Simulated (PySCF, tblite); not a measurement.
# C4H7Cl2NS: geometry, infrared bands and NMR shifts

What infrared bands and NMR shifts should C4H7Cl2NS (`CN(C)C(=S)C(Cl)Cl`) show?

Computed with tblite 0.8.0 and PySCF 2.14.0, with density-fitted response routines of our own, on a single molecule in the gas phase. Atoms are numbered from 0 throughout.

## Step 1: The molecule as given

15 atoms, charge 0, multiplicity 1; geometry from: force field or distance geometry start.

Bonds of the start (Å): C0–N1 1.44, N1–C2 1.46, N1–C3 1.41, C3–S4 1.67, C3–C5 1.47, C5–Cl6 1.79, C5–Cl7 1.77, C0–H8 1.10, C0–H9 1.14, C0–H10 1.12, C2–H11 1.12, C2–H12 1.11, C2–H13 1.11, C5–H14 1.12.

## Step 2: Optimising the geometry with GFN2-xTB

The job: settings as JSON, then the geometry in Å.

```
{"job": {"kind": "relax", "xc": "GFN2-xTB", "basis": "xTB"}, "charge": 0, "multiplicity": 1}
C     -0.686900     0.997300    -0.882400
N     -0.489900    -0.082300     0.046200
C     -1.684500    -0.757800     0.548400
C      0.769900    -0.515700     0.499300
S      0.770600    -1.784900     1.586100
C      2.067200     0.048100     0.103200
Cl     2.196900     1.777700     0.527600
Cl     2.451800    -0.143000    -1.613800
H     -0.010700     1.852800    -0.732500
H     -1.774000     1.320500    -0.794200
H     -0.485700     0.643800    -1.930300
H     -2.453000    -0.033200     0.928200
H     -1.405000    -1.477600     1.348600
H     -2.122200    -1.308800    -0.315400
H      2.851000    -0.528900     0.659200
```

Launch:

```
> OMP_NUM_THREADS=1 python probes_run.py task.json out
```

One launch serves the whole session: the jobs run in the order shown.

**Question.** This job is followed by: GFN2-xTB harmonic vibrations, gas phase; GIAO PBE0/pcSseg-1 NMR shielding, non-relativistic, gas phase. What will the session give for the following? strongest single infrared mode (GFN2-xTB); zero-point energy (GFN2-xTB); 13C shifts against TMS (PBE0/pcSseg-1); 1H shifts against TMS (PBE0/pcSseg-1, means over atoms taken as alike); 15N shifts against NH3 (PBE0/pcSseg-1); 33S shifts against CS2 (PBE0/pcSseg-1); 35Cl shifts against HCl (PBE0/pcSseg-1, means over atoms taken as alike).

**Answer**, as computed:

| quantity | value |
| --- | --- |
| strongest single infrared mode (GFN2-xTB) | 1530 cm⁻¹, 210 km/mol |
| zero-point energy (GFN2-xTB) | 66.7 kcal/mol |
| 13C shifts against TMS (PBE0/pcSseg-1) | 198.5, 84.7, 44.3, 42.0 ppm |
| 1H shifts against TMS (PBE0/pcSseg-1, means over atoms taken as alike) | 7.15, 3.70, 3.61 ppm |
| 15N shifts against NH3 (PBE0/pcSseg-1) | 161.2 ppm |
| 33S shifts against CS2 (PBE0/pcSseg-1) | 384 ppm |
| 35Cl shifts against HCl (PBE0/pcSseg-1, means over atoms taken as alike) | 275 ppm |

In words: Over 76 steps the energy fell by 0.414 eV; of the close pairs, N1–C3 changed most, 1.407 to 1.332 Å. No mode is imaginary among the 39: a minimum at this level. The strongest single mode, at 1530 cm⁻¹, moves mainly N1 and C3. GFN2-xTB is a fitted tight-binding method: band positions and strengths are rough. Its intensities can rank the bands wrongly. C5 stands next to heavy halogen, whose spin-orbit shielding this run leaves out, so the computed shift lies too far downfield, most of all for carbon beside Br or I. C3 (thiocarbonyl carbon) lies farthest downfield among carbon, at 198.5 ppm; the small n→π* gap of C=S deshields it strongly. The most deshielded hydrogen is H14 (hydrogen on an sp3 CH bonded to 2 Cl), at 7.15 ppm: its carbon carries Cl, which withdraws density. At PBE0/pcSseg-1: The widest tensor belongs to S4: span 886 ppm, with a paramagnetic part of -937 ppm.
